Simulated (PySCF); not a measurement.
# LiGa with other numerical set-ups

Aim: see how much the energy and properties of LiGa depend on the numerical set-up.

Method: each script names its method and basis; program: PySCF 2.14.0.

## (1) Where the work starts

LiGa: 2 atoms, charge 0, spin multiplicity 1.

Bond lengths: Li1–Ga2 2.490 Å.

## (2) The run that the others are compared with

input.py reads:

```python
from pyscf import gto, dft

mol = gto.M(
    atom='Li 0 0 0; Ga 0 0 2.49',
    basis='x2c-svpall',
    charge=0,
    spin=0,
    verbose=4,
)
mf = dft.RKS(mol, xc='mn15')
mf = mf.sfx2c1e()
mf.kernel()
mf.analyze()
print('orbital energies (hartree):', mf.mo_energy[..., max(0, mol.nelec[1]-3):mol.nelec[0]+3].round(4))
```

The run is started by

```sh
OMP_NUM_THREADS=1 python input.py
```

The log of this run is left out.

In short: E(SCF) = -1952.178984 Eh, 8 cycles, μ = 2.92 D.

The bond length is a typed value, not an optimised one.

## (3) 6-31g* (X2C off)

Variant 1 changes basis set: x2c-svpall → 6-31g*; spin-free X2C: on → off.

input.py reads:

```python
from pyscf import gto, dft

mol = gto.M(
    atom='Li 0 0 0; Ga 0 0 2.49',
    basis='6-31g*',
    charge=0,
    spin=0,
    verbose=4,
)
mf = dft.RKS(mol, xc='mn15')
mf.kernel()
mf.analyze()
print('orbital energies (hartree):', mf.mo_energy[..., max(0, mol.nelec[1]-3):mol.nelec[0]+3].round(4))
```

The run is started by

```sh
OMP_NUM_THREADS=1 python input.py
```

## (4) Crenbl (core potential on, X2C off)

Variant 2 changes basis set: x2c-svpall → crenbl; core potential: off → on; spin-free X2C: on → off. The core potential changes with it: totals don't compare.

input.py reads:

```python
from pyscf import gto, dft

mol = gto.M(
    atom='Li 0 0 0; Ga 0 0 2.49',
    basis='crenbl',
    ecp={'Li': 'crenbl', 'Ga': 'crenbl'},
    charge=0,
    spin=0,
    verbose=4,
)
mf = dft.RKS(mol, xc='mn15')
mf.kernel()
mf.mulliken_pop()
mf.dip_moment()
print('orbital energies (hartree):', mf.mo_energy[..., max(0, mol.nelec[1]-3):mol.nelec[0]+3].round(4))
```

## (5) Integration grid 1

Variant 3 changes integration grid: default → 1.

Changes to input.py since step 2:

```diff
@@ -11,2 +11,3 @@
 mf = mf.sfx2c1e()
+mf.grids.level = 1
 mf.kernel()
```

**Question.** What will these runs give? Wanted: for each run, E(SCF); from base; gap; SCF dipole.

As calculated:

| run | E(SCF) (hartree) | from base (eV) | cycles | gap (eV) | SCF dipole (D) | functions |
| --- | --- | --- | --- | --- | --- | --- |
| base | -1952.178984 | 0 | 8 | 2.49 | 2.92 | 41 |
| 6-31g* (X2C off) | -1932.352717 | not comparable | 9 | 2.47 | 2.50 | 46 |
| crenbl (core potential on, X2C off) | -82.164961 | not comparable | 12 | 2.25 | 2.47 | 48 |
| integration grid 1 | -1952.171879 | +0.1933 | 8 | 2.49 | 2.92 | 41 |

In words: Total energies from different bases, Hamiltonians or methods carry different errors, so properties are taken as differences within one set-up.
